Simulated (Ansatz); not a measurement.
# AlCl3 on Ge(111), partly H-covered, underside capped with H: two geometries relaxed, part 2 of 2

Are the two ends of the dissociation, with Cl36 leaving for a neighbouring site separate minima, and which lies lower? Each is relaxed from a guess. The slab cell is 3×2, and the adsorbate is set down on it by hand.

Ansatz 0.2.0; DFT LDA, plane waves, PAW, scalar-relativistic, no spin polarisation.

### 5 The output, continued: end point B relaxed

The log, continued:

```text
relax step  10: F+E_penalty+E_count = -104977.05079890 eV  Δ(F+E_penalty+E_count) = -7.938e-2 eV  max|allowed force component| = 2.626e-1 eV/Å  Δτ_max = 0.1950 Å  (5 SCF iters, dr2 threshold 7.87e-5 eV, accepted)
preconditioner: auto → Resta (q_TF=auto, 2.158 Å⁻¹)  ε∞=1.7  [insulator: Δε(μ)=0.531 eV  Ē_g=21.270 eV  σ=0.020 eV  W_gap=1.00  n_scr=256 (ndim 8)  ℏωp=18.4 eV  f_vac=0.521  D(μ)=0.00/eV (n_scr^D=0)  ε∞_Penn≈1.7  vacuum switching on, ρ_ref=3.3e-2 e/Å³]
relax step  11: F+E_penalty+E_count = -104977.11702118 eV  Δ(F+E_penalty+E_count) = -6.622e-2 eV  max|allowed force component| = 3.839e-1 eV/Å  Δτ_max = 0.1962 Å  (5 SCF iters, dr2 threshold 5.35e-5 eV, accepted)
preconditioner: auto → Resta (q_TF=auto, 2.158 Å⁻¹)  ε∞=1.7  [insulator: Δε(μ)=0.529 eV  Ē_g=21.279 eV  σ=0.020 eV  W_gap=1.00  n_scr=256 (ndim 8)  ℏωp=18.4 eV  f_vac=0.521  D(μ)=0.00/eV (n_scr^D=0)  ε∞_Penn≈1.7  vacuum switching on, ρ_ref=3.3e-2 e/Å³]
relax step  12: F+E_penalty+E_count = -104977.19017097 eV  Δ(F+E_penalty+E_count) = -7.315e-2 eV  max|allowed force component| = 1.979e-1 eV/Å  Δτ_max = 0.1950 Å  (6 SCF iters, dr2 threshold 1.00e-4 eV, accepted)
preconditioner: auto → Resta (q_TF=auto, 2.158 Å⁻¹)  ε∞=1.7  [insulator: Δε(μ)=0.522 eV  Ē_g=21.277 eV  σ=0.020 eV  W_gap=1.00  n_scr=256 (ndim 8)  ℏωp=18.4 eV  f_vac=0.521  D(μ)=0.00/eV (n_scr^D=0)  ε∞_Penn≈1.7  vacuum switching on, ρ_ref=3.3e-2 e/Å³]
relax step  13: F+E_penalty+E_count = -104977.24946695 eV  Δ(F+E_penalty+E_count) = -5.930e-2 eV  max|allowed force component| = 1.835e-1 eV/Å  Δτ_max = 0.2000 Å  (6 SCF iters, dr2 threshold 1.04e-5 eV, accepted)
preconditioner: auto → Resta (q_TF=auto, 2.158 Å⁻¹)  ε∞=1.7  [insulator: Δε(μ)=0.525 eV  Ē_g=21.280 eV  σ=0.020 eV  W_gap=1.00  n_scr=256 (ndim 8)  ℏωp=18.4 eV  f_vac=0.520  D(μ)=0.00/eV (n_scr^D=0)  ε∞_Penn≈1.7  vacuum switching on, ρ_ref=3.3e-2 e/Å³]
relax step  14: F+E_penalty+E_count = -104977.29647740 eV  Δ(F+E_penalty+E_count) = -4.701e-2 eV  max|allowed force component| = 1.703e-1 eV/Å  Δτ_max = 0.1944 Å  (6 SCF iters, dr2 threshold 8.94e-6 eV, accepted)
preconditioner: auto → Resta (q_TF=auto, 2.158 Å⁻¹)  ε∞=1.7  [insulator: Δε(μ)=0.524 eV  Ē_g=21.285 eV  σ=0.020 eV  W_gap=1.00  n_scr=256 (ndim 8)  ℏωp=18.4 eV  f_vac=0.520  D(μ)=0.00/eV (n_scr^D=0)  ε∞_Penn≈1.7  vacuum switching on, ρ_ref=3.3e-2 e/Å³]
relax step  15: F+E_penalty+E_count = -104977.34127037 eV  Δ(F+E_penalty+E_count) = -4.479e-2 eV  max|allowed force component| = 1.446e-1 eV/Å  Δτ_max = 0.1917 Å  (6 SCF iters, dr2 threshold 2.49e-5 eV, accepted)
preconditioner: auto → Resta (q_TF=auto, 2.158 Å⁻¹)  ε∞=1.7  [insulator: Δε(μ)=0.519 eV  Ē_g=21.282 eV  σ=0.020 eV  W_gap=1.00  n_scr=256 (ndim 8)  ℏωp=18.4 eV  f_vac=0.520  D(μ)=0.00/eV (n_scr^D=0)  ε∞_Penn≈1.7  vacuum switching on, ρ_ref=3.3e-2 e/Å³]
relax step  16: F+E_penalty+E_count = -104977.37823305 eV  Δ(F+E_penalty+E_count) = -3.696e-2 eV  max|allowed force component| = 1.115e-1 eV/Å  Δτ_max = 0.2000 Å  (6 SCF iters, dr2 threshold 1.51e-5 eV, accepted)
preconditioner: auto → Resta (q_TF=auto, 2.158 Å⁻¹)  ε∞=1.7  [insulator: Δε(μ)=0.526 eV  Ē_g=21.286 eV  σ=0.020 eV  W_gap=1.00  n_scr=256 (ndim 8)  ℏωp=18.4 eV  f_vac=0.520  D(μ)=0.00/eV (n_scr^D=0)  ε∞_Penn≈1.7  vacuum switching on, ρ_ref=3.3e-2 e/Å³]
relax step  17: F+E_penalty+E_count = -104977.40341807 eV  Δ(F+E_penalty+E_count) = -2.519e-2 eV  max|allowed force component| = 7.008e-2 eV/Å  Δτ_max = 0.1938 Å  (6 SCF iters, dr2 threshold 7.40e-6 eV, accepted)
preconditioner: auto → Resta (q_TF=auto, 2.158 Å⁻¹)  ε∞=1.7  [insulator: Δε(μ)=0.518 eV  Ē_g=21.294 eV  σ=0.020 eV  W_gap=1.00  n_scr=256 (ndim 8)  ℏωp=18.4 eV  f_vac=0.520  D(μ)=0.00/eV (n_scr^D=0)  ε∞_Penn≈1.7  vacuum switching on, ρ_ref=3.3e-2 e/Å³]
relax step  18: F+E_penalty+E_count = -104977.42038780 eV  Δ(F+E_penalty+E_count) = -1.697e-2 eV  max|allowed force component| = 4.372e-2 eV/Å  Δτ_max = 0.2000 Å  (7 SCF iters, dr2 threshold 1.94e-6 eV, accepted)
preconditioner: auto → Resta (q_TF=auto, 2.158 Å⁻¹)  ε∞=1.7  [insulator: Δε(μ)=0.520 eV  Ē_g=21.286 eV  σ=0.020 eV  W_gap=1.00  n_scr=256 (ndim 8)  ℏωp=18.4 eV  f_vac=0.520  D(μ)=0.00/eV (n_scr^D=0)  ε∞_Penn≈1.7  vacuum switching on, ρ_ref=3.3e-2 e/Å³]
relax step  19: F+E_penalty+E_count = -104977.42669824 eV  Δ(F+E_penalty+E_count) = -6.310e-3 eV  max|allowed force component| = 5.472e-2 eV/Å  Δτ_max = 0.1949 Å  (8 SCF iters, accepted)
relax step  20: F+E_penalty+E_count = -104977.42859227 eV  Δ(F+E_penalty+E_count) = -1.894e-3 eV  max|allowed force component| = 2.430e-2 eV/Å  Δτ_max = 0.0334 Å  (6 SCF iters, dr2 threshold 1.16e-6 eV, accepted)
relax step  21: F+E_penalty+E_count = -104977.42859240 eV  Δ(F+E_penalty+E_count) = -1.248e-7 eV  max|allowed force component| = 2.430e-2 eV/Å  Δτ_max = 0.0000 Å  (3 SCF iters, accepted)
Free energy (F): -104977.428592 eV
Harris-Foulkes:  -104977.428592 eV  (|F-HF|=9.91e-9)
Internal energy: -104977.428592 eV  (E = F + TS)
E sigma→0 (E₀):  -104977.428592 eV
Fermi energy:    0.448989 eV
--- Per-component energies (eV) ---
  E_band       = -6496.494960
  E_kinetic    = 2848.879658
  E_local      = -225311.515264  (includes V_loc(G=0)·N_el)
  E_nonlocal   = 5439.538623
  E_hartree    = 109868.099709
  E_xc         = -2146.964781
  E_vxc        = -2054.032880  (∫ρ·V_xc dr)
  E_paw        = -48779.430255  (= ΣΔE_a)
  E_vpaw       = -7155.556987  (= ΣTr[D̂ρ^β])
  E_aug_tail   = -0.008039  (compensation charges beyond the density's cutoff)
  E_ewald      = 53057.544727
  E_core_change = 46.427028  (= ΣΔE_core)
  E_smearing   = -0.000000  (= −TS)
  E_closure    = -0.000000  (closes the sum)
  Σ components = -104977.428592   (vs F -104977.428592, Δ=0.00e0)
--- Forces (eV/Å), atoms counted from 1 ---
  atom   1  H     -0.02613019     0.05064770     0.06543763
  atom   2  H      0.00613375    -0.01517969     0.08264252
  atom   3  H      0.00815534    -0.02224662     0.09035663
  atom   4  H     -0.09083548    -0.00017925     0.05527178
  atom   5  H      0.09297081    -0.02015845     0.06949239
  atom   6  H      0.02522884     0.05291877     0.08178270
  atom   7  Ge     0.07231629     0.05397571    -0.19013845
  atom   8  Ge    -0.03106820    -0.02735713     0.00848534
  atom   9  Ge    -0.07087023     0.03089253    -0.01823920
  atom  10  Ge    -0.08500134    -0.12226384    -0.16795686
  atom  11  Ge     0.13393882    -0.08132768    -0.20636911
  atom  12  Ge    -0.03870567     0.09632499     0.13048182
  atom  13  Ge     0.00049377     0.00224830     0.00010315
  atom  14  Ge    -0.00001296    -0.00646587     0.00043116
  atom  15  Ge     0.00575445    -0.00397582     0.00175210
  atom  16  Ge     0.00452981    -0.00058325    -0.00215159
  atom  17  Ge     0.00296950     0.00581238     0.00033509
  atom  18  Ge    -0.00043240     0.00206750    -0.00123453
  atom  19  Ge    -0.00166731    -0.00250435    -0.00009515
  atom  20  Ge     0.00525745     0.00439274    -0.01747212
  atom  21  Ge    -0.00427031    -0.00159652    -0.00785051
[...]
  atom  22  Ge    -0.00655504    -0.00205171     0.01254687
  atom  23  Ge    -0.00586225    -0.00262727     0.00720247
  atom  24  Ge     0.00558033     0.00269867     0.00235021
  atom  25  Ge    -0.00109373    -0.00313577    -0.00902366
  atom  26  Ge     0.00216718     0.01005759     0.00743835
  atom  27  Ge    -0.00507195     0.00118126    -0.00057276
  atom  28  Ge    -0.00587142    -0.00047366    -0.00431648
  atom  29  Ge    -0.00004899     0.00047686     0.00846218
  atom  30  Ge     0.00092706     0.00129190    -0.00109484
  atom  31  H      0.00256843     0.00131665     0.00048360
  atom  32  H      0.00668979    -0.00279368     0.00377908
  atom  33  H     -0.00032296    -0.00192976    -0.00326928
  atom  34  H     -0.00369867    -0.00078523     0.00163049
  atom  35  Al    -0.00455859    -0.01395438     0.00904325
  atom  36  Cl     0.00290694     0.00621870     0.01467544
  atom  37  Cl     0.00429482     0.02430220    -0.01840400
  atom  38  Cl    -0.00078762    -0.01521996    -0.00603115
  max |Σ_I F_I| component: 3.54e-5 eV/Å
--- Relaxed structure (21 steps of the walk, 21 accepted, 0 SCFs on fresh bases) ---
  F+E_penalty+E_count = -104977.42859240 eV   max|allowed force component| = 2.430e-2 eV/Å
  atoms:
    - { symbol: H, position: [0.11111111999999997, 0.16666666999999996, 0.055021379999999995] }
    - { symbol: H, position: [0.4444444599999999, 0.16666666999999996, 0.055021379999999995] }
    - { symbol: H, position: [0.77777779, 0.16666666999999996, 0.055021379999999995] }
    - { symbol: H, position: [0.11111112999999995, 0.6666666599999999, 0.055021379999999995] }
    - { symbol: H, position: [0.4444444699999998, 0.6666666599999999, 0.055021379999999995] }
    - { symbol: H, position: [0.7777778099999999, 0.6666666599999999, 0.055021379999999995] }
    - { symbol: Ge, position: [0.11111111999999997, 0.16666666999999996, 0.14030451999999996] }
    - { symbol: Ge, position: [0.4444444599999999, 0.16666666999999996, 0.14030451999999996] }
    - { symbol: Ge, position: [0.77777779, 0.16666666999999996, 0.14030451999999996] }
    - { symbol: Ge, position: [0.11111112999999995, 0.6666666599999999, 0.14030451999999996] }
    - { symbol: Ge, position: [0.4444444699999998, 0.6666666599999999, 0.14030451999999996] }
    - { symbol: Ge, position: [0.7777778099999999, 0.6666666599999999, 0.14030451999999996] }
    - { symbol: Ge, position: [-0.11128833442466499, 0.33374543474233614, 0.1812695562834413] }
    - { symbol: Ge, position: [0.22182868427361893, 0.33386934111092426, 0.18246213005424508] }
    - { symbol: Ge, position: [0.5551075098358037, 0.33400410204368614, 0.18235472898276942] }
    - { symbol: Ge, position: [-0.11064897822144207, 0.8348536128092146, 0.1832802950608662] }
    - { symbol: Ge, position: [0.22248963045216835, 0.8328065347399395, 0.1776387545628422] }
    - { symbol: Ge, position: [0.5542485202417677, 0.8348437353104001, 0.1842044345796876] }
    - { symbol: Ge, position: [-0.1147265120813187, 0.34094327697670773, 0.31408796419169915] }
    - { symbol: Ge, position: [0.22332150551432473, 0.3244932928843682, 0.31477786315798295] }
    - { symbol: Ge, position: [0.553665830706633, 0.3320564417151303, 0.31494934887629983] }
    - { symbol: Ge, position: [-0.11227695096610091, 0.8301111896961675, 0.3177353643188332] }
    - { symbol: Ge, position: [0.23189417963016856, 0.8233712938462994, 0.30787618429579494] }
    - { symbol: Ge, position: [0.5525662615540671, 0.8327731478784806, 0.3179591834035968] }
    - { symbol: Ge, position: [0.007568146139069832, -0.0007947693819860295, 0.34450253844393874] }
    - { symbol: Ge, position: [0.33024810036962843, -0.0029325823095121416, 0.3635762527354924] }
    - { symbol: Ge, position: [0.6639010167685861, 0.0014041697138082055, 0.3582996024435518] }
    - { symbol: Ge, position: [0.001999254535756445, 0.49693028704581316, 0.35809204937683525] }
    - { symbol: Ge, position: [0.33080771346046356, 0.4966119966827368, 0.35580460319824936] }
    - { symbol: Ge, position: [0.6640716545494014, 0.49868709784965654, 0.35809576205559646] }
    - { symbol: H, position: [0.6648038284831221, 0.00142510315459466, 0.44319828878759676] }
    - { symbol: H, position: [0.001077339054011639, 0.4901858827879738, 0.44283386994133034] }
    - { symbol: H, position: [0.32852365582717724, 0.508732535623306, 0.4405199813063934] }
    - { symbol: H, position: [0.6678021935924128, 0.49276580491387495, 0.44291044539938] }
    - { symbol: Al, position: [0.25352196611212224, -0.003651118542611804, 0.48831628265756183] }
    - { symbol: Cl, position: [0.055597816583182885, 0.005447419961503571, 0.4697723388270244] }
    - { symbol: Cl, position: [0.3617945741242115, -0.2650496822683892, 0.5454162132041303] }
    - { symbol: Cl, position: [0.19400481710584738, 0.25397240283431827, 0.5468683992172673] }
```

Wall time 2.5 min (4 threads of Intel Xeon Platinum 8259CL at 2.50GHz (Skylake/Cascade Lake), shared host); peak memory 3.2 GiB.

The steps of the relaxation:

```csv
step,energy from step 1 (eV/cell),largest force component (eV/Å)
1,0.0000,2.7501
2,-1.4437,1.1189
3,-2.1361,0.6623
4,-2.4639,0.4591
5,-2.6508,0.3139
6,-2.7646,0.2535
7,-2.8569,0.2712
8,-2.9429,0.2552
9,-3.0241,0.2982
10,-3.1035,0.2626
11,-3.1697,0.3839
12,-3.2428,0.1979
13,-3.3021,0.1835
14,-3.3491,0.1703
15,-3.3939,0.1446
16,-3.4309,0.1115
17,-3.4561,0.0701
18,-3.4731,0.0437
19,-3.4794,0.0547
20,-3.4813,0.0243
21,-3.4813,0.0243
```

Step 1 is the start. Step 21 solves the same geometry again. 12 atoms are held fixed.

The atom that moved most is Cl37, by 2.80 Å.

### 6 Outcome

This closing draws on all 2 parts.

| quantity | value |
| --- | --- |
| end A | 21 moves, 3.728 eV lower |
| end B | 19 moves, 3.481 eV lower |
| largest difference between the ends | 0.03 Å |
| end B relative to end A | +0.000 eV |

What this shows: Both starts fell into the same minimum (no atom differs by more than 0.03 Å), so from this start no second minimum was found and no band was run; another arrangement could still be one.
